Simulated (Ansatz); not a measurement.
I need a rigid scan of one bond length of GeH₄OSSi, SMILES [OH][GeH]1[SiH2][S]1. Use the Python package of Ansatz (0.2.0). Level of theory (for the species named): r2scan0, def2-SVP basis, multiplicity 1.

```xyz
8

O    -0.0192    1.7417   -1.0447
Ge   -0.4179    0.6746    0.3024
Si    0.8244   -1.2274    0.2802
S    -1.0666   -1.2947   -0.4652
H    -0.9465    1.9315   -1.5002
H    -1.2336    1.2002    1.5162
H     1.9082   -1.2505   -0.7568
H     1.0434   -1.8325    1.6123
```

The script, `scan_geh4ossi.py`:
```python
# -*- coding: utf-8 -*-
"""Stretching a bond of GeH4OSSi, the rest held rigid."""

import ansatz
import numpy as np

geometry_ang = [
    ("O", (-0.0192, 1.7417, -1.0447)),
    ("Ge", (-0.4179, 0.6746, 0.3024)),
    ("Si", (0.8244, -1.2274, 0.2802)),
    ("S", (-1.0666, -1.2947, -0.4652)),
    ("H", (-0.9465, 1.9315, -1.5002)),
    ("H", (-1.2336, 1.2002, 1.5162)),
    ("H", (1.9082, -1.2505, -0.7568)),
    ("H", (1.0434, -1.8325, 1.6123)),
]
mol = ansatz.Crystal.molecule()
for symbol, xyz in geometry_ang:
    mol = mol.atom(symbol, xyz)

symbols = [site.symbol for site in mol.cartesian_sites]
start = np.array([site.position_ang for site in mol.cartesian_sites])
axis = (start[7] - start[2]) / np.linalg.norm(start[7] - start[2])
moving = [7]
lengths, energies = [1.302, 1.361, 1.42, 1.479, 1.539, 1.598, 1.657, 1.746], []
for length in lengths:
    xyz = start.copy()
    xyz[moving] += (length - np.linalg.norm(start[7] - start[2])) * axis
    point = ansatz.Crystal.molecule()
    for symbol, xyz in zip(symbols, xyz):
        point = point.atom(symbol, xyz.tolist())
    job = (
        point.calculation()
        .basis(gaussian="def2-SVP")
        .functional("R2SCAN0")
        .scf(lower_state_search="off")
    )
    r = job.run(threads=1).report
    energies.append(r["free_energy_ev"])
    print(f"r = {length:6.3f} A  E = {energies[-1]:.5f} eV  <S^2> = {abs(r['mean_field']['state']['spin_squared']):.3f}")

# quartic fit about the minimum
fit = np.polynomial.Polynomial.fit(lengths, np.array(energies) - min(energies), 4).convert()
roots = [r.real for r in fit.deriv().roots() if abs(r.imag) < 1e-9 and fit.deriv(2)(r.real) > 0]
r_e = min(roots, key=lambda r: abs(r - lengths[int(np.argmin(energies))]))
print(f"minimum of the fit at {r_e:.4f} A, force constant {fit.deriv(2)(r_e):.2f} eV/A^2")
```

`python scan_geh4ossi.py` gives:
```text
r =  1.302 A  E = -77325.37714 eV  <S^2> = 0.000
r =  1.361 A  E = -77325.61023 eV  <S^2> = 0.000
r =  1.420 A  E = -77325.73411 eV  <S^2> = 0.000
r =  1.479 A  E = -77325.77269 eV  <S^2> = 0.000
r =  1.539 A  E = -77325.74431 eV  <S^2> = 0.000
r =  1.598 A  E = -77325.66560 eV  <S^2> = 0.000
r =  1.657 A  E = -77325.54888 eV  <S^2> = 0.000
r =  1.746 A  E = -77325.32185 eV  <S^2> = 0.000
minimum of the fit at 1.4812 A, force constant 18.78 eV/A^2
```

Caveats:
- These settings explore the input space; basis and method may be short of convergence.
- The rest of the molecule is held rigid at a force-field or estimated start geometry, and the basis set is modest; single-reference methods fail as a bond breaks.
- The orbitals are restricted, so S² is zero by construction.
- Hardware and time: 43 s on 1 thread of Arm Neoverse V1, with other jobs on the host, peak memory 0.26 GiB.

(A comment or docstring line of the script was reworded after the run, the code is as it ran; lines on the test bed's own set-up are left out of the output.)
